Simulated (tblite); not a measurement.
# H12O4Si5: the cost of one run

Programs: tblite 0.8.0 and PySCF 2.14.0. All values are calculated, for the isolated system unless a continuum is named. Atoms count from 0, parts from 1.

### Step 1. Starting point

21 atoms, charge 0, multiplicity 1; geometry: distance geometry start.

### Step 2. Geometry optimisation with GFN2-xTB

The job: settings as JSON, then the geometry in Å.

```
{"job": {"kind": "relax", "xc": "GFN2-xTB", "basis": "xTB"}, "charge": 0, "multiplicity": 1}
Si     1.249273     0.987715     2.352909
O      0.657769    -0.315847     1.383568
Si    -0.170778     0.208248    -0.003821
O      0.826447     0.329741    -1.376380
Si     1.904698    -0.992447    -1.479070
O     -1.539494    -0.736692    -0.419927
Si    -1.440407    -2.346698     0.156571
O     -0.729058     1.788950     0.353690
Si    -1.652740     2.289078    -1.049942
H      2.605977     0.718578     2.837550
H      1.327156     2.219861     1.571686
H      0.397465     1.075558     3.544947
H      1.693001    -1.932207    -0.382945
H      3.269182    -0.432491    -1.387451
H      1.770950    -1.626179    -2.788955
H     -2.853582    -2.800277     0.275768
H     -0.838931    -2.475324     1.474676
H     -0.819186    -3.209157    -0.867366
H     -1.918419     1.081170    -1.831209
H     -2.917678     2.913478    -0.642487
H     -0.826375     3.262174    -1.766498
```

With the program's defaults for keys left out, this is: GFN2-xTB geometry optimisation, gas phase.

Run with:

```
> OMP_NUM_THREADS=1 python cluster_run.py task.json out
```

One launch serves the whole session: the jobs run in the order shown.

**Question.** How long does this first job take on 1 thread of Arm Neoverse V1, shared host?

About 16 s.
